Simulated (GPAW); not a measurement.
# One shape, several levels: GeNH5 (SMILES [NH2][GeH3])

Aim: a comparison of 3 runs (PBE/real-space grid, C09-vdW/dz(dzp), PBE/dzp) of GeNH5. Input form: an ASE script.

The results are computed with GPAW 26.7.0.

1 further run of the same task is left out (set aside as unsound or not needed).

## Step 1: The molecule

The species is GeNH5 (7 atoms), meant as a singlet with charge 0. As SMILES, `[NH2][GeH3]`. Geometry: relaxed at PBE0-D4/def2-TZVP.

Bond lengths: N1–Ge2 1.843 Å, N1–H3 1.011 Å, N1–H4 1.011 Å, Ge2–H5 1.536 Å, Ge2–H6 1.548 Å, Ge2–H7 1.536 Å. Angles: N1–Ge2–H5 106.8°, N1–Ge2–H6 114.5°, N1–Ge2–H7 106.9°, Ge2–N1–H3 113.7°, Ge2–N1–H4 113.6°, H5–Ge2–H6 108.8°, H5–Ge2–H7 111.1°, H6–Ge2–H7 108.7°, H3–N1–H4 108.0°.

## Step 2: The charge distribution at PBE/real-space grid (scalar-relativistic datasets) (run 1)

molecule.xyz reads:

```xyz
7

N     -0.107500    -1.162200    -0.097000
Ge     0.157800     0.661500    -0.112100
H      0.362800    -1.634300     0.663400
H     -1.082500    -1.429000    -0.075400
H     -0.576500     1.207700    -1.345800
H     -0.365100     1.397200     1.145200
H      1.672400     0.891400    -0.224200
```

sp.py reads:

```python
import numpy as np
from ase.io import read
from ase.units import Debye
from gpaw import GPAW

# Atomic positions
atoms = read("molecule.xyz")
atoms.center(vacuum=4.5)

# GPAW settings
gpaw_calc = GPAW(mode="fd", h=0.18, xc="PBE", maxiter=150, txt="-")
atoms.calc = gpaw_calc

energy = atoms.get_potential_energy()
print(f"Energy = {energy:.5f} eV")
forces = atoms.get_forces()
print("Forces (eV/Ang)")
for symbol, f in zip(atoms.symbols, forces):
    print(f'{symbol:2} {f[0]:9.4f} {f[1]:9.4f} {f[2]:9.4f}')
dipole = atoms.get_dipole_moment() / Debye
print(f"Dipole                  {np.linalg.norm(dipole):.3f} D")
homo, lumo = gpaw_calc.get_homo_lumo()
print(f"HOMO = {homo:.3f} eV")
print(f"LUMO                    {lumo:.3f} eV")
print(f"Gap                     {lumo - homo:.3f} eV")
```

On the command line:

```console
$ python sp.py
```

Standard output:

```text
[...]
Number of symmetries: 1
[...]
  Number of IBZ points: 1
[...]
Spin-components: 1 (collinear spins)
Bands:           13
[...]
  Valence electrons: 14.0
[...]
  Grid points: [64 68 64]
  Charge: 0.0  # |e|
[...]
    cutoffs:
[...]
occupation numbers:
  # Zero width
[...]
xc functional:
  name: PBE with 2 nearest neighbor stencil
[...]
|iter     |     time |      energy | eigst |  dens |
[...]
|iter:   1| 00:00:03 |  -33.189807 | +1.18 |       |
[...]
|iter:  13| 00:00:18 |  -29.876529c| -7.72c| -5.87c|
Converged in 13 steps
[...]
Energy contributions relative to reference atoms: (reference = -58641.810168)
Energy contributions:
  Kinetic:          43.174888
  Coulomb:         -45.428029
  Zero:              0.396672
  External:          0.000000
  Xc:              -28.020060
  Entropy:           0.000000
  Spinorbit:         0.000000
  ----------------------------
  Free energy:     -29.876529
  Extrapolated:    -29.876529
dipole moment: (-0.103044, -0.039176, 0.190226)  # |e|*Ang
Fermi level: -3.412
Eigenvalues  # (at kpt = [0.000, 0.000, 0.000])
| band index |      eig [eV] | occ [0-2] |
|------------|---------------|-----------|
|          0 |       -20.855 |     2.000 |
|          1 |       -13.851 |     2.000 |
|          2 |       -11.745 |     2.000 |
|          3 |        -9.318 |     2.000 |
|          4 |        -8.296 |     2.000 |
|          5 |        -8.190 |     2.000 |
|          6 |        -5.955 |     2.000 |
|          7 |        -0.869 |     0.000 |
|          8 |        -0.395 |     0.000 |
|          9 |         0.443 |     0.000 |
|         10 |         0.647 |     0.000 |
|         11 |         0.745 |     0.000 |
[...]
Gap: 5.086 eV
Transition (v -> c):
[...]
Forces (eV/Ang)
N     0.1495   -0.2854   -0.3590
Ge    0.0144    0.3010    0.0491
H     0.1619   -0.1512    0.2767
H    -0.3347   -0.0732    0.0276
H    -0.1036    0.0672   -0.1860
H    -0.0871    0.1273    0.1879
H     0.2248    0.0240   -0.0255
Dipole                  1.056 D
HOMO = -5.955 eV
LUMO                    -0.869 eV
Gap                     5.086 eV
```

Run time: 18 s. Hardware: 1 thread of AMD EPYC 9R45 (Zen 5), shared host; peak memory 0.66 GiB.

## Step 3: Energy and one-electron properties at C09-vdW/dz(dzp) (scalar-relativistic datasets) (run 2)

geh5n.sdf reads:

```

     RDKit          3D

  7  6  0  0  0  0  0  0  0  0999 V2000
   -0.1075   -1.1622   -0.0970 N   0  0  0  0  0  0  0  0  0  0  0  0
    0.1578    0.6615   -0.1121 Ge  0  0  0  0  0  4  0  0  0  0  0  0
    0.3628   -1.6343    0.6634 H   0  0  0  0  0  0  0  0  0  0  0  0
   -1.0825   -1.4290   -0.0754 H   0  0  0  0  0  0  0  0  0  0  0  0
   -0.5765    1.2077   -1.3458 H   0  0  0  0  0  0  0  0  0  0  0  0
   -0.3651    1.3972    1.1452 H   0  0  0  0  0  0  0  0  0  0  0  0
    1.6724    0.8914   -0.2242 H   0  0  0  0  0  0  0  0  0  0  0  0
  2  1  1  0
  3  1  1  0
  4  1  1  0
  5  2  1  0
  6  2  1  0
  7  2  1  0
M  END
$$$$
```

sp.py reads:

```python
from ase.io import read, write
from ase.units import Bohr
from gpaw import GPAW

# Geometry
system = read("geh5n.sdf")
system.set_cell([13.0, 13.0, 13.0])
system.center()

# GPAW settings
gpaw_calc = GPAW(mode="lcao",
                 h=0.2,
                 basis="dz(dzp)",
                 xc={"name": "C09-vdW", "backend": "libvdwxc"},
                 maxiter=100,
                 txt="-")
system.calc = gpaw_calc

energy = system.get_potential_energy()
print(f"Energy = {energy:.5f} eV")
forces = system.get_forces()
print("Forces (eV/Ang)")
for symbol, f in zip(system.symbols, forces):
    print(f'{symbol:2} {f[0]:9.4f} {f[1]:9.4f} {f[2]:9.4f}')
homo, lumo = gpaw_calc.get_homo_lumo()
print(f"HOMO: {homo:.3f} eV")
print(f"LUMO: {lumo:.3f} eV")
print(f"Gap                     {lumo - homo:.3f} eV")
write("density.cube", system, data=gpaw_calc.get_all_electron_density(gridrefinement=2) * Bohr**3)
```

On the command line:

```console
$ python sp.py > sp.log
```

Standard output:

```text
[...]
Number of symmetries: 1
[...]
  Number of IBZ points: 1
[...]
basis functions: 26
Spin-components: 1 (collinear spins)
Bands:           13
[...]
  Valence electrons: 14.0
[...]
  Grid points: [64 64 64]
  Charge: 0.0  # |e|
[...]
    cutoffs:
[...]
occupation numbers:
  # Zero width
[...]
xc functional:
  name: vdW-C09 with libvdwxc
[...]
|iter     |     time |      energy | eigst |  dens |
[...]
|iter:   1| 00:00:08 |    1.264536 |      c|       |
[...]
|iter:   9| 00:00:28 |    3.497221c|      c| -4.52c|
Converged in 9 steps
[...]
Energy contributions relative to reference atoms: (reference = -58641.810168)
Energy contributions:
  Kinetic:          42.519747
  Coulomb:         -42.963418
  Zero:              0.430248
  External:          0.000000
  Xc:                3.510644
  Entropy:           0.000000
  Spinorbit:         0.000000
  ----------------------------
  Free energy:       3.497221
  Extrapolated:      3.497221
dipole moment: (-0.130693, 0.009844, 0.257696)  # |e|*Ang
Fermi level: -2.538
Eigenvalues  # (at kpt = [0.000, 0.000, 0.000])
| band index |      eig [eV] | occ [0-2] |
|------------|---------------|-----------|
|          0 |       -20.984 |     2.000 |
|          1 |       -13.987 |     2.000 |
|          2 |       -11.820 |     2.000 |
|          3 |        -9.312 |     2.000 |
|          4 |        -8.323 |     2.000 |
|          5 |        -8.214 |     2.000 |
|          6 |        -5.423 |     2.000 |
|          7 |         0.347 |     0.000 |
|          8 |         1.015 |     0.000 |
|          9 |         2.276 |     0.000 |
|         10 |         2.697 |     0.000 |
|         11 |         2.899 |     0.000 |
[...]
Gap: 5.771 eV
Transition (v -> c):
[...]
Forces (eV/Ang)
N     0.3976    0.5184   -0.5161
Ge    0.1062    0.0405   -0.1791
H     0.8051   -0.8204    0.8894
H    -1.3491   -0.5213   -0.2028
H    -0.2058    0.1698   -0.3588
H    -0.1724    0.3083    0.4386
H     0.4444    0.0866   -0.0380
HOMO: -5.423 eV
LUMO: 0.347 eV
Gap                     5.771 eV
```

Run time: 31 s. Hardware: 1 thread of AMD EPYC 9R45 (Zen 5), shared host; peak memory 1.4 GiB.

## Step 4: The charge distribution at PBE/dzp (scalar-relativistic datasets) (run 3)

gs.sdf reads:

```

     RDKit          3D

  7  6  0  0  0  0  0  0  0  0999 V2000
   -0.1075   -1.1622   -0.0970 N   0  0  0  0  0  0  0  0  0  0  0  0
    0.1578    0.6615   -0.1121 Ge  0  0  0  0  0  4  0  0  0  0  0  0
    0.3628   -1.6343    0.6634 H   0  0  0  0  0  0  0  0  0  0  0  0
   -1.0825   -1.4290   -0.0754 H   0  0  0  0  0  0  0  0  0  0  0  0
   -0.5765    1.2077   -1.3458 H   0  0  0  0  0  0  0  0  0  0  0  0
   -0.3651    1.3972    1.1452 H   0  0  0  0  0  0  0  0  0  0  0  0
    1.6724    0.8914   -0.2242 H   0  0  0  0  0  0  0  0  0  0  0  0
  2  1  1  0
  3  1  1  0
  4  1  1  0
  5  2  1  0
  6  2  1  0
  7  2  1  0
M  END
$$$$
```

sp.py reads:

```python
import numpy as np
from ase.io import read
from ase.units import Debye
from gpaw import GPAW

# Set up the molecule
atoms = read('gs.sdf')
atoms.center(vacuum=4.5)

# Calculator
gpaw_calc = GPAW(mode='lcao', xc='PBE', h=0.18, basis='dzp', maxiter=150, txt='-')
atoms.calc = gpaw_calc

energy = atoms.get_potential_energy()
print(f'Energy                  {energy:.5f} eV')
forces = atoms.get_forces()
print('Forces (eV/Ang)')
for symbol, f in zip(atoms.symbols, forces):
    print(f'{symbol:2} {f[0]:9.4f} {f[1]:9.4f} {f[2]:9.4f}')
dipole = atoms.get_dipole_moment() / Debye
print(f'Dipole                  {np.linalg.norm(dipole):.3f} D')
homo, lumo = gpaw_calc.get_homo_lumo()
print(f'HOMO: {homo:.3f} eV')
print(f'LUMO = {lumo:.3f} eV')
print(f'Gap                     {lumo - homo:.3f} eV')
```

On the command line:

```console
$ OMP_NUM_THREADS=1 python sp.py
```

Standard output:

```text
[...]
Number of symmetries: 1
[...]
  Number of IBZ points: 1
[...]
basis functions: 51
Spin-components: 1 (collinear spins)
Bands:           13
[...]
  Valence electrons: 14.0
[...]
  Grid points: [64 68 64]
  Charge: 0.0  # |e|
[...]
    cutoffs:
[...]
occupation numbers:
  # Zero width
[...]
xc functional:
  name: PBE with 2 nearest neighbor stencil
[...]
|iter     |     time |      energy | eigst |  dens |
[...]
|iter:   1| 00:00:05 |  -30.743673 |      c|       |
[...]
|iter:   9| 00:00:11 |  -28.571090c|      c| -4.66c|
Converged in 9 steps
[...]
Energy contributions relative to reference atoms: (reference = -58641.810168)
Energy contributions:
  Kinetic:          41.470865
  Coulomb:         -42.298995
  Zero:              0.289628
  External:          0.000000
  Xc:              -28.032587
  Entropy:           0.000000
  Spinorbit:         0.000000
  ----------------------------
  Free energy:     -28.571090
  Extrapolated:    -28.571090
dipole moment: (-0.098971, -0.040807, 0.181705)  # |e|*Ang
Fermi level: -2.628
Eigenvalues  # (at kpt = [0.000, 0.000, 0.000])
| band index |      eig [eV] | occ [0-2] |
|------------|---------------|-----------|
|          0 |       -20.696 |     2.000 |
|          1 |       -13.759 |     2.000 |
|          2 |       -11.569 |     2.000 |
|          3 |        -9.154 |     2.000 |
|          4 |        -8.153 |     2.000 |
|          5 |        -8.067 |     2.000 |
|          6 |        -5.600 |     2.000 |
|          7 |         0.344 |     0.000 |
|          8 |         1.044 |     0.000 |
|          9 |         1.803 |     0.000 |
|         10 |         2.170 |     0.000 |
|         11 |         2.849 |     0.000 |
[...]
Gap: 5.945 eV
Transition (v -> c):
[...]
Forces (eV/Ang)
N     0.5616   -0.1510   -1.0793
Ge   -0.0652    0.1939    0.1689
H     0.4513   -0.3669    0.8152
H    -0.9863   -0.1629    0.0959
H    -0.1734    0.1344   -0.3238
H    -0.1327    0.2742    0.3225
H     0.3828    0.0547   -0.0427
Dipole                  1.013 D
HOMO: -5.600 eV
LUMO = 0.344 eV
Gap                     5.945 eV
```

Run time: 11 s. Hardware: 1 thread of AMD EPYC 9R45 (Zen 5), shared host; peak memory 0.66 GiB.

## Step 5: Overview of the runs

| run | level | mode | grid spacing | energy (Eh) | dipole moment (D) | HOMO energy (eV) | LUMO energy (eV) | wall time |
| --- | --- | --- | --- | --- | --- | --- | --- | --- |
| 1 | PBE/real-space grid (scalar-relativistic datasets) | fd | 0.18 | -2156.144717 | 1.06 | -5.95 | -0.87 | 18 s |
| 2 | C09-vdW/dz(dzp) (scalar-relativistic datasets) | lcao | 0.2 | -2154.918254 | 1.39 | -5.42 | 0.35 | 31 s |
| 3 | PBE/dzp (scalar-relativistic datasets) | lcao | 0.18 | -2156.096743 | 1.01 | -5.60 | 0.34 | 11 s |

## Step 6: Summary of results

| quantity | value |
| --- | --- |
| run 3: energy as printed (from the program's reference atoms) | -28.5711 eV |
| run 3: dipole moment | 1.01 D |
| run 3: HOMO energy | -5.60 eV |
| run 3: LUMO energy | 0.34 eV |
| run 3: HOMO–LUMO gap | 5.94 eV |
| run 3: largest force on an atom | 1.226 eV/Å |

What this shows: The dipole moment (its size) runs from 1.01 D (PBE/dzp) to 1.39 D (C09-vdW/dz(dzp)). The two ends differ in method and basis. The HOMO–LUMO gap runs from 5.09 eV (PBE/real-space grid) to 5.94 eV (PBE/dzp). Totals of different functionals can't be ranked against each other. All runs together took 60 s, the longest 31 s.
